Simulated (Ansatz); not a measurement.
# SnH2Br radical: one species, many methods

The task here is to estimate one member of a computed series from the others.

Program: Ansatz 0.2.0, Gaussian basis. Level of theory: functionals in def2-TZVPP, the program's frozen cores in correlated methods. These are calculated values, not measurements.

Plan: LDA (SPW92), PBE-D4, revPBE-D4, BLYP-D4, r2SCAN-D4, B97M-V, PBE0-D4, B3LYP-D4, r2SCANh-D4, r2SCAN0-D4, HSE06-D4, BHLYP-D4, CAM-B3LYP-D4, LC-ωPBE, ωB97X-V, ωB97M-V, B2PLYP, PBE-QIDH; CCSD(T)/def2-SVP; CCSD(T)/def2-TZVPP; CCSD(T)/def2-QZVPP; extrapolation to the limit; RPA on PBE.

## Structure used throughout

An earlier PBE0-D4 in a triple-zeta def2 set relaxation fixed the geometry. Sn takes the def2 core potential; no spin-orbit term is included.

SMILES `[Br][SnH2]`, 4 atoms, charge 0, spin multiplicity 2.

Atoms are counted from 1 here; the program's logs count them from 0.

Bond lengths: Br1–Sn2 2.493 Å, Sn2–H3 1.723 Å, Sn2–H4 1.723 Å. Angles: Br1–Sn2–H3 105.4°, Br1–Sn2–H4 105.4°, H3–Sn2–H4 111.2°.

Geometry (Å):

```xyz
4
charge 0, multiplicity 2
Br   -1.9742    0.4263   -0.6709
Sn    0.4231   -0.1922   -0.3796
H     0.4267   -1.4994    0.7431
H     1.1798    1.2050    0.2871
```

Set-up of the first run:

in.yaml

```yaml
crystal:
  periodic: [false, false, false]
  atoms:
    - {symbol: Br, position_ang: [-1.974165, 0.426283, -0.670942]}
    - {symbol: Sn, position_ang: [0.423135, -0.192178, -0.379569]}
    - {symbol: H, position_ang: [0.426711, -1.499416, 0.743066]}
    - {symbol: H, position_ang: [1.179820, 1.205010, 0.287145]}
basis:
  gaussian: {orbitals: def2-TZVPP}
magnetization: {spin_polarized: true, initial_magnetization: 1}
hamiltonian: {xc: lda}
output: {orbitals: {seedname: orbitals}}
```

Command:

```
> ansatz run in.yaml --threads 2 --pin off --events-out ev --progress --plain --max-ram 32768MiB --backend cpu
```

Steps of the session up to this table: LDA; PBE-D4 (GGA); revPBE-D4 (GGA); BLYP-D4 (GGA); r2SCAN-D4 (meta-GGA); B97M-V (meta-GGA); B3LYP-D4 (hybrid); r2SCANh-D4 (hybrid); r2SCAN0-D4 (hybrid); HSE06-D4 (hybrid); BHLYP-D4 (hybrid); CAM-B3LYP-D4 (range-separated); LC-ωPBE (range-separated); ωB97X-V (range-separated); ωB97M-V (range-separated); B2PLYP (double hybrid); PBE-QIDH (double hybrid).

One of the session's tables, all rows but one given; the rest of the session is left out.

It belongs to the step «Frontier levels by functional». 

```
  functional  HOMO (eV)  LUMO (eV)  gap (eV)
 LDA (SPW92)          ?          ?         ?
      PBE-D4      -5.51      -4.52      1.00
   revPBE-D4      -5.49      -4.40      1.09
     BLYP-D4      -5.34      -4.54      0.80
   r2SCAN-D4      -5.89      -4.21      1.68
      B97M-V      -5.70      -4.69      1.01
     PBE0-D4      -6.58      -3.69      2.89
    B3LYP-D4      -6.34      -4.07      2.27
  r2SCANh-D4      -6.28      -3.92      2.36
  r2SCAN0-D4      -6.86      -3.47      3.39
    HSE06-D4      -6.20      -4.06      2.14
    BHLYP-D4      -7.48      -2.95      4.52
CAM-B3LYP-D4      -7.78      -2.84      4.94
     LC-ωPBE      -9.11      -1.47      7.64
     ωB97X-V      -8.66      -1.87      6.80
     ωB97M-V      -8.58      -1.99      6.60
```

**Question.** Estimate the row for LDA (SPW92).

**Answer.** HOMO (eV): -5.57; LUMO (eV): -4.83; gap (eV): 0.73. In the column «HOMO (eV)» it lies between B97M-V (-5.70) and PBE-D4 (-5.51).
